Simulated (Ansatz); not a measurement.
Crystal: NaLaMnMoO6.

```xyz
20
Lattice="3.7945 -3.8493 -0.0001 3.7945 3.8493 -0.0001 -0.0460 0.0000 8.2203" Properties=species:S:1:pos:R:3 pbc="T T T"
Na    3.7600   -0.0493    6.1651
Na    3.7830    0.0493    2.0550
La    3.7600    3.7539    6.1651
La    3.7830   -3.7539    2.0550
Mn    1.8742    1.9246    4.1101
Mn    1.8973   -1.9246    0.0000
Mo    1.8742   -1.9246    4.1101
Mo    1.8973    1.9246    0.0000
O     2.2242   -1.8899    6.0211
O     5.3188    1.8899    2.1991
O     3.7643    1.6891    4.5073
O     3.7787   -1.6891    3.7129
O     6.0251   -0.0155    4.1046
O     1.5179    0.0155    4.1155
O     2.2472    1.8899    1.9109
O     5.2958   -1.8899    6.3092
O     6.0021    0.0155    8.2147
O     1.5409   -0.0155    0.0054
O     3.7557    1.6891    7.8230
O     3.7873   -1.6891    0.3971
```

The cell was built by a generator and needn't be a form met in nature.

Base run:

* Program: Ansatz 0.2.0
* Functional: PBE
* Potentials or basis: Ansatz PAW earlier set
* Cutoff: 900 eV
* Density cutoff: 4500 eV
* k mesh: 5 × 5 × 4
* Occupations: fermi-dirac, width 0.05 eV
* Spin: collinear spin, ferromagnetic start
* Starting moments: [0.0, 0.0, 0.0, 0.0, 4.0, 4.0, 1.0, 1.0, 0.0, 0.0, 0.0, 0.0, 0.0, 0.0, 0.0, 0.0, 0.0, 0.0, 0.0, 0.0] μB

Its results: band gap on the k mesh none (metal or under the smearing width); pressure 0.0 GPa; net moment 6.82 μB per cell; site moments Na -0.00; La -0.01; Mn +3.04; Mo -0.18; O +0.06, +0.02 μB; largest force 0.032 eV/Å.

Problem. The run is repeated on the same cell with these changes: potentials or basis from Ansatz PAW earlier set to SPMS NC; cutoff from 900 eV to 1034 eV; density cutoff from 4500 eV to 4136 eV. What comes out?

Solution. Band gap on the k mesh none (metal or under the smearing width); pressure 0.4 GPa; net moment 7.05 μB per cell; site moments Na -0.00; La -0.01; Mn +3.12; Mo -0.17; O +0.06, +0.02 μB; largest force 0.090 eV/Å.

Caveats: semilocal functionals often make such compounds metallic where correlation or magnetic order opens a gap, which also shifts bond lengths; only a ferromagnetic start was run, and an antiferromagnetic order may lie lower in energy.

Not every run made on this cell is shown here.
